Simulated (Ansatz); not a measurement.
# SrRe (CsCl type): other levels of theory at one geometry

An exercise on one series of results from a longer session: the logs are not shown, and one member is left open.

Program: Ansatz 0.2.0. Level of theory: DFT at several levels, plane waves, PAW. These are calculated values, not measurements.

1 further run of the same task is left out (it didn't finish). Runs told in other sessions of the task aren't counted.

### Starting point

The structure is cubic, space group Pm-3m (No. 221). The conventional cell has a = 3.638 Å, b = 3.638 Å, c = 3.638 Å, α = 90.00°, β = 90.00°, γ = 90.00°. Around Sr (site symmetry m-3m) lie 8 Re at 3.15 Å. Around Re (site symmetry m-3m) lie 8 Sr at 3.15 Å.

Coordinates:

```
CELL_PARAMETERS angstrom
3.63803 0.00000 0.00000
0.00000 3.63803 0.00000
0.00000 0.00000 3.63803
ATOMIC_POSITIONS crystal
Sr 0.00000 0.00000 0.00000
Re 0.50000 0.50000 0.50000
```

An earlier run at PBE left this cell at 24.075 Å³/atom and -0.01 GPa (10×10×10 mesh), a metal on this mesh.

Levels to run: PBE+SOC; r²SCAN; PBEsol; LDA; HSE06. Hardware: 2 threads of Arm Neoverse V1, shared host.

Set-up of the first run:

File input.yaml:

```yaml
crystal:
  lattice:
    - [3.6380263064, 0.0, 0.0]
    - [0.0, 3.6380263064, 0.0]
    - [0.0, 0.0, 3.6380263064]
  atoms:
    - { symbol: Sr, position: [0.0, 0.0, 0.0] }
    - { symbol: Re, position: [0.5, 0.5, 0.5] }
basis:
  ecutwfc: 420
  ecutrho_ratio: 4
kpoints:
  mp_grid: { grid: [10, 10, 10] }
hamiltonian:
  xc: pbe
scf:
  occupations: { method: gaussian, width: 0.05 }
output:
  forces: true
  stress: true
  eigenvalues: true
  populations: true
  dos: { projected: true, de: 0.02 }
  write_density: true
  write_potential: true
  elf: true
  volumetric_format: npy
magnetization:
  noncollinear: true
  spin_orbit: true
```

Launch:

```bash
> ansatz run input.yaml --threads 2 --pin off --max-ram 2662MiB --backend cpu --events-out ev --progress --plain --runs-dir out
```

Among the steps run: PBE+SOC; r²SCAN; PBEsol; LDA; HSE06.

One table of the session follows, with a row left open; its other results are not shown here.

| level | pressure (GPa) |
| --- | --- |
| PBE | 0.0 |
| LDA | ? |
| PBEsol | -3.9 |
| PBE+SOC | 1.0 |
| r²SCAN | -0.7 |
| HSE06 | -1.8 |

Estimate the missing values for LDA.

As computed: pressure (GPa): -6.2. In the column «pressure (GPa)» it is the lowest.

The pressure runs from -6.2 GPa (LDA) to 1.0 GPa (PBE+SOC); a negative pressure means that level wants a smaller cell, a positive one a larger cell. Total energies of different levels have different zeros and can't be compared.

To keep in mind: Warnings in the runs' records: stress exchange threshold loose, stress scf threshold loose, filled band counts differ across k points.
